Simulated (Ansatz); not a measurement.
# CH₂AlNO: taking an electron away

An exercise on one series of results from a longer session: the logs are not shown, and one member is left open.

The runs use Ansatz 0.2.0, Gaussian basis; unrestricted cation, the program's frozen cores in correlated methods.

Levels to be run: UKS PBE-D4/def2-TZVPP; UKS r2SCAN-D4/def2-TZVPP; UKS PBE0-D4/def2-TZVPP; UKS B3LYP-D4/def2-TZVPP; UKS wB97X-V/def2-TZVPP; UKS wB97M-V/def2-TZVPP; UKS B2PLYP/def2-TZVPP; UHF-CCSD(T)/def2-TZVPP; UHF-CCSD(T)/def2-QZVPP; extrapolation to the limit; then −ε(HOMO) from the neutral's earlier runs with LDA (SPW92), PBE-D4, revPBE-D4, BLYP-D4, r2SCAN-D4, B97M-V, PBE0-D4, B3LYP-D4, r2SCANh-D4, r2SCAN0-D4, HSE06-D4, BHLYP-D4, CAM-B3LYP-D4, LC-ωPBE, ωB97X-V, ωB97M-V.

## Structure used throughout

The geometry comes from an earlier relaxation with PBE0-D4 in a triple-zeta def2 set; it is a stationary point.

SMILES `O=C=[N][AlH2]`, 6 atoms, charge 0, spin multiplicity 1.

Atoms are counted from 1 here; the program's logs count them from 0.

Bond lengths: O1–C2 1.166 Å, C2–N3 1.196 Å, N3–Al4 1.770 Å, Al4–H5 1.575 Å, Al4–H6 1.575 Å. Angles: O1–C2–N3 180.0°, C2–N3–Al4 179.7°, N3–Al4–H5 117.5°, N3–Al4–H6 117.5°, H5–Al4–H6 125.0°.

Set-up of the first run:

Input file in.yaml:

```yaml
crystal:
  periodic: [false, false, false]
  atoms:
    - {symbol: O, position_ang: [1.702251, -2.146667, 0.966292]}
    - {symbol: C, position_ang: [1.019684, -1.287664, 0.572523]}
    - {symbol: N, position_ang: [0.319596, -0.406854, 0.168291]}
    - {symbol: Al, position_ang: [-0.716086, 0.900750, -0.422488]}
    - {symbol: H, position_ang: [-1.263762, 0.785836, -1.894827]}
    - {symbol: H, position_ang: [-1.019683, 2.090499, 0.564109]}
basis:
  gaussian: {orbitals: def2-TZVPP}
total_charge: 1
magnetization: {spin_polarized: true, initial_magnetization: 1}
hamiltonian: {xc: pbe, dispersion: d4}
```

Command:

```bash
ansatz run in.yaml --threads 2 --pin off --events-out ev --progress --plain --max-ram 22528MiB --backend cpu
```

Steps of the session up to this table: Cation, UKS PBE-D4/def2-TZVPP; Cation, UKS r2SCAN-D4/def2-TZVPP; Cation, UKS PBE0-D4/def2-TZVPP; Cation, UKS B3LYP-D4/def2-TZVPP; Cation, UKS wB97X-V/def2-TZVPP; Cation, UKS wB97M-V/def2-TZVPP; Cation, UKS B2PLYP (frozen core)/def2-TZVPP; Cation, UHF-CCSD(T)/def2-TZVPP; Cation, UHF-CCSD(T)/def2-QZVPP.

One of the session's tables, all rows but one given; the rest of the session is left out.

Orbital estimates, from the neutral's runs:

```
  functional  −ε(HOMO) (eV)
 LDA (SPW92)           7.16
      PBE-D4           7.02
   revPBE-D4           6.97
     BLYP-D4           6.91
   r2SCAN-D4           7.33
      B97M-V           7.39
     PBE0-D4           8.35
    B3LYP-D4              ?
  r2SCANh-D4           7.82
  r2SCAN0-D4           8.56
    HSE06-D4           7.95
    BHLYP-D4           9.60
CAM-B3LYP-D4           9.72
     LC-ωPBE          11.04
     ωB97X-V          10.69
     ωB97M-V          10.54
```

Estimate the missing values for B3LYP-D4.

Worked estimate for «−ε(HOMO) (eV)». Against the share of exact exchange, BLYP-D4 (0, 6.91), BHLYP-D4 (0.5, 9.60) give a slope of 5.38 per unit share; at 0.2 the line stands at 7.99.

The run gave: −ε(HOMO) (eV): 8.14. In «−ε(HOMO) (eV)» the line misses by -0.15.
